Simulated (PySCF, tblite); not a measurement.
# C₃H₁₀FSi₂ radical, a small gas-phase stand-in for a defect centre (C site with back bonds C[SiH3], C[SiH3], F): EPR parameters

Wanted: the EPR parameters for `F[C](C[SiH3])C[SiH3]`. It is drawn as: dangling bond.

Computed with tblite 0.8.0 and PySCF 2.14.0; each step states its level. No surroundings beyond the atoms listed, unless a continuum is named. Atoms count from 0, parts from 1.

## (1) Starting point

16 atoms, charge 0, multiplicity 2; geometry: distance geometry start.

## (2) Relaxing the cluster with GFN2-xTB

What the job is given:

```
{"job": {"kind": "relax", "xc": "GFN2-xTB", "basis": "xTB"}, "charge": 0, "multiplicity": 2}
C     -0.941614     2.139044    -0.576824
C     -1.877664     1.230128    -1.288778
Si    -1.450487     1.243208    -3.086476
C      0.446478     1.707844    -0.517891
Si     0.560372     0.231295     0.569284
F     -1.154035     3.405788    -0.766469
H     -1.778687     0.264339    -0.908707
H     -2.837629     1.559905    -1.149179
H     -0.850250     0.030908    -3.428382
H     -2.646020     1.402963    -3.841523
H     -0.568217     2.322481    -3.344077
H      1.029290     2.481780    -0.116193
H      0.769340     1.479292    -1.468470
H     -0.396301    -0.734681     0.185733
H      0.348985     0.611327     1.916513
H      1.856172    -0.333908     0.436932
```

Level: GFN2-xTB geometry optimisation, gas phase.

Started as:

```console
> OMP_NUM_THREADS=1 python cluster_run.py task.json out
```

This one command runs all jobs of the session in turn.

**Question.** The jobs that follow are: PBE0-D3(BJ)/def2-SVP geometry optimisation, gas phase; UKS B3LYP, IGLO-III on C F Si, pcH-1 on H, non-relativistic, mean-field spin-orbit, GIAO; UKS BHandHLYP, IGLO-III on C F Si, pcH-1 on H, non-relativistic, mean-field spin-orbit, GIAO. Predict: point group; rotational constants (main isotopes); g(iso) (B3LYP); ⟨S²⟩; largest a(iso).

The runs gave:

| quantity | value |
| --- | --- |
| point group | C1 |
| rotational constants (main isotopes) | 3.49, 1.10, 0.93 GHz |
| g(iso) (B3LYP) | 2.00365 |
| ⟨S²⟩ | 0.754 (exact 0.75) |
| largest a(iso) | 13C on C0, 205.7 MHz |

In words: The start of the PBE0/def2-SVP relaxation was shaken at random by about 0.01 Å, so part of the energy gained, and of the first lengths quoted, undoes that. Over 18 steps the energy fell by 0.305 eV; of the close pairs, Si2–H9 changed most, 1.442 to 1.495 Å (PBE0/def2-SVP). C0 carries the largest spin population, 0.91 e. The isotropic g lies 1.3 ppt above the free-electron value. The coupling of 13C on C0 runs from 205.7 (B3LYP/IGLO-III+pcH-1) to 246.9 MHz (BHandHLYP/IGLO-III+pcH-1). A capped cluster stands for the solid here, so long-range fields and strain are missing, and bands or shifts of the capping hydrogens have no counterpart in it.
